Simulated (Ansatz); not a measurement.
# TiCo: ferro- or antiferromagnet

Aim: compare arrangements of the moments in a cell of TiCo: parallel, none, and patterns of up and down. The runs shown use PAW and crystal datasets. Its runs: parallel moments (PAW and crystal datasets); no spin polarisation (PAW); moments start +-+- (PAW and crystal datasets); moments start +-++ (PAW); moments start ++-- (PAW).

Program: Ansatz 0.2.0. Level of theory: DFT PBE, with the methods named in each step. These are calculated values, not measurements.

1 further run of the same task is left out (it didn't finish).

## 1. The system as given

It takes space group Pm-3m (No. 221, cubic). The conventional cell has a = 2.986 Å, b = 2.986 Å, c = 2.986 Å, α = 90.00°, β = 90.00°, γ = 90.00°. Ti (site symmetry m-3m) has 8 Co at 2.59 Å as nearest neighbours. Around Co (site symmetry m-3m) lie 8 Ti at 2.59 Å.

Structure file:

```cif
data_structure
_symmetry_space_group_name_H-M 'P 1'
_symmetry_Int_Tables_number 1
_cell_length_a 4.2230
_cell_length_b 4.2230
_cell_length_c 4.2230
_cell_angle_alpha 90.000
_cell_angle_beta 60.000
_cell_angle_gamma 60.000
_cell_volume 53.25
loop_
_atom_site_label
_atom_site_type_symbol
_atom_site_fract_x
_atom_site_fract_y
_atom_site_fract_z
_atom_site_occupancy
Ti1 Ti 0.00000 0.00000 0.00000 1
Ti2 Ti 0.00000 0.50000 0.50000 1
Co1 Co 0.50000 0.25000 0.75000 1
Co2 Co 0.50000 0.75000 0.25000 1
```

In patterns such as +-, the signs follow the magnetic atoms in the order of the input.

Atoms are numbered in the order of the input: Ti1, Ti2, Co3, Co4.

## 2. Parallel moments, PAW

The input, input.yaml:

```yaml
crystal:
  lattice:
    - [2.98611099, 2.98611099, 0.0]
    - [2.98611099, 0.0, 2.98611099]
    - [2.98611099, 0.0, -2.98611099]
  atoms:
    - { symbol: Ti, position: [0.0, 0.0, 0.0], spin: 1.0 }
    - { symbol: Ti, position: [0.0, 0.5, 0.5], spin: 1.0 }
    - { symbol: Co, position: [0.5, 0.25, 0.75], spin: 2.0 }
    - { symbol: Co, position: [0.5, 0.75, 0.25], spin: 2.0 }
magnetization:
  spin_polarized: true
kpoints:
  mp_grid: { grid: [12, 12, 12] }
scf:
  occupations: { method: fermi_dirac, width: 0.03 }
  lower_state_search: "off"
hamiltonian:
  xc: pbe
  pseudopotentials: { kind: paw }
output:
  forces: true
  stress: true
  eigenvalues: true
  populations: true
```

Started as:

```console
$ ansatz run input.yaml --threads 2 --pin off --max-ram 6144MiB --backend cpu --events-out ev --progress --plain --runs-dir out
```

## 3. Parallel moments, crystal datasets

The input, input.yaml:

```yaml
crystal:
  lattice:
    - [2.98611099, 2.98611099, 0.0]
    - [2.98611099, 0.0, 2.98611099]
    - [2.98611099, 0.0, -2.98611099]
  atoms:
    - { symbol: Ti, position: [0.0, 0.0, 0.0] }
    - { symbol: Ti, position: [0.0, 0.5, 0.5] }
    - { symbol: Co, position: [0.5, 0.25, 0.75], spin: 1.0 }
    - { symbol: Co, position: [0.5, 0.75, 0.25], spin: 1.0 }
magnetization:
  spin_polarized: true
kpoints:
  mp_grid: { grid: [12, 12, 12] }
scf:
  occupations: { method: fermi_dirac, width: 0.03 }
  lower_state_search: "off"
hamiltonian:
  xc: pbe
  pseudopotentials: { kind: all_electron, datasets: crystal }
output:
  forces: true
  stress: true
  eigenvalues: true
```

## 4. No spin polarisation, PAW

The input, input.yaml:

```yaml
crystal:
  lattice:
    - [2.98611099, 2.98611099, 0.0]
    - [2.98611099, 0.0, 2.98611099]
    - [2.98611099, 0.0, -2.98611099]
  atoms:
    - { symbol: Ti, position: [0.0, 0.0, 0.0] }
    - { symbol: Ti, position: [0.0, 0.5, 0.5] }
    - { symbol: Co, position: [0.5, 0.25, 0.75] }
    - { symbol: Co, position: [0.5, 0.75, 0.25] }
kpoints:
  mp_grid: { grid: [12, 12, 12] }
scf:
  occupations: { method: fermi_dirac, width: 0.03 }
  lower_state_search: "off"
hamiltonian:
  xc: pbe
  pseudopotentials: { kind: paw }
output:
  forces: true
  stress: true
  eigenvalues: true
```

## 5. Moments start +-+-, PAW

input.yaml, as its differences from that of step 4:

```diff
@@ -8,4 +8,6 @@
     - { symbol: Ti, position: [0.0, 0.5, 0.5] }
-    - { symbol: Co, position: [0.5, 0.25, 0.75] }
-    - { symbol: Co, position: [0.5, 0.75, 0.25] }
+    - { symbol: Co, position: [0.5, 0.25, 0.75], spin: 1.0 }
+    - { symbol: Co, position: [0.5, 0.75, 0.25], spin: -1.0 }
+magnetization:
+  spin_polarized: true
 kpoints:
@@ -22 +24,6 @@
   eigenvalues: true
+  populations: true
+  write_density: true
+  write_potential: true
+  elf: true
+  volumetric_format: npy
```

## 6. Moments start +-+-, crystal datasets

input.yaml, as its differences from that of step 5:

```diff
@@ -19,3 +19,3 @@
   xc: pbe
-  pseudopotentials: { kind: paw }
+  pseudopotentials: { kind: all_electron, datasets: crystal }
 output:
@@ -24,6 +24 @@
   eigenvalues: true
-  populations: true
-  write_density: true
-  write_potential: true
-  elf: true
-  volumetric_format: npy
```

## 7. Moments start +-++, PAW

input.yaml, as its differences from that of step 6:

```diff
@@ -9,3 +9,3 @@
     - { symbol: Co, position: [0.5, 0.25, 0.75], spin: 1.0 }
-    - { symbol: Co, position: [0.5, 0.75, 0.25], spin: -1.0 }
+    - { symbol: Co, position: [0.5, 0.75, 0.25], spin: 1.0 }
 magnetization:
@@ -19,3 +19,3 @@
   xc: pbe
-  pseudopotentials: { kind: all_electron, datasets: crystal }
+  pseudopotentials: { kind: paw }
 output:
@@ -24 +24,2 @@
   eigenvalues: true
+  populations: true
```

## 8. Moments start ++--, PAW

input.yaml, as its differences from that of step 7:

```diff
@@ -8,4 +8,4 @@
     - { symbol: Ti, position: [0.0, 0.5, 0.5] }
-    - { symbol: Co, position: [0.5, 0.25, 0.75], spin: 1.0 }
-    - { symbol: Co, position: [0.5, 0.75, 0.25], spin: 1.0 }
+    - { symbol: Co, position: [0.5, 0.25, 0.75], spin: -1.0 }
+    - { symbol: Co, position: [0.5, 0.75, 0.25], spin: -1.0 }
 magnetization:
```

(Steps that only read results are left out.)

Q: Predict the outcome of this session. Wanted: lowest state.

**Answer**, as computed:

| quantity | value |
| --- | --- |
| lowest state (PAW), reached from several starts | Ti1 -0.03, Ti2 -0.03, Co3 0.99, Co4 0.99 μB |
| its gain over no spin (PAW) | 97.8 meV/cell |

By PAW the starts «parallel moments» and «moments start +-++» end in one state, the lowest found. A run can end in another pattern than it began with. Only this cell's orders were tried, so longer waves of spin are out of reach. The magnetic state is the one reached from the start moments in this cell; it needn't be the ground state. The k mesh (12×12×12) wasn't tested for convergence.
